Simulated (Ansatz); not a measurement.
# GaCu3As4: the cost of one run

Program: Ansatz 0.2.0. Level of theory: DFT PBE, scalar-relativistic, plane waves, PAW. These are calculated values, not measurements.

## 1. The starting structure

Symmetry: Pm-3m, No. 221, cubic system. Conventional cell: a = 5.176 Å, b = 5.176 Å, c = 5.176 Å, α = 90.00°, β = 90.00°, γ = 90.00°. Around Ga (site symmetry m-3m) lie 6 As at 2.59 Å. Cu (site symmetry 4/mmm) has 6 As at 2.59 Å as nearest neighbours. As (site symmetry 4/mmm) has 2 Ga at 2.59 Å and 4 Cu at 2.59 Å as nearest neighbours. As (site symmetry m-3m) is surrounded by 6 Cu at 2.59 Å.

Coordinates:

```
CELL_PARAMETERS angstrom
5.17650 0.00000 0.00000
0.00000 5.17650 0.00000
0.00000 0.00000 5.17650
ATOMIC_POSITIONS crystal
Ga 0.50000 0.50000 0.50000
Cu 0.50000 0.00000 0.00000
Cu 0.00000 0.50000 0.00000
Cu 0.00000 0.00000 0.50000
As 0.00000 0.50000 0.50000
As 0.50000 0.00000 0.50000
As 0.50000 0.50000 0.00000
As 0.00000 0.00000 0.00000
```

Recipe of the guess: ordered mixture on the cation sites of rock salt (Pm-3m, No. 221). The dimensions are guesses.

## 2. A first look at the guess

File input.yaml:

```yaml
crystal:
  lattice:
    - [5.1765, 0.0, 0.0]
    - [0.0, 5.1765, 0.0]
    - [0.0, 0.0, 5.1765]
  atoms:
    - { symbol: Ga, position: [0.5, 0.5, 0.5] }
    - { symbol: Cu, position: [0.5, 0.0, 0.0] }
    - { symbol: Cu, position: [0.0, 0.5, 0.0] }
    - { symbol: Cu, position: [0.0, 0.0, 0.5] }
    - { symbol: As, position: [0.0, 0.5, 0.5] }
    - { symbol: As, position: [0.5, 0.0, 0.5] }
    - { symbol: As, position: [0.5, 0.5, 0.0] }
    - { symbol: As, position: [0.0, 0.0, 0.0] }
basis:
  ecutwfc: 420
kpoints:
  mp_grid: { grid: [4, 4, 4] }
hamiltonian:
  xc: pbe
scf:
  occupations: { method: gaussian, width: 0.1 }
  lower_state_search: "off"
output:
  forces: true
  stress: true
  eigenvalues: true
```

Started as:

```
ansatz run input.yaml --threads 1 --pin off --max-ram 2048MiB --backend cpu --events-out ev --progress --plain --runs-dir out
```

Q: Estimate wall time and peak memory on 1 thread of Arm Neoverse N1, shared host.

About 13 s, with a peak of 0.44 GiB.
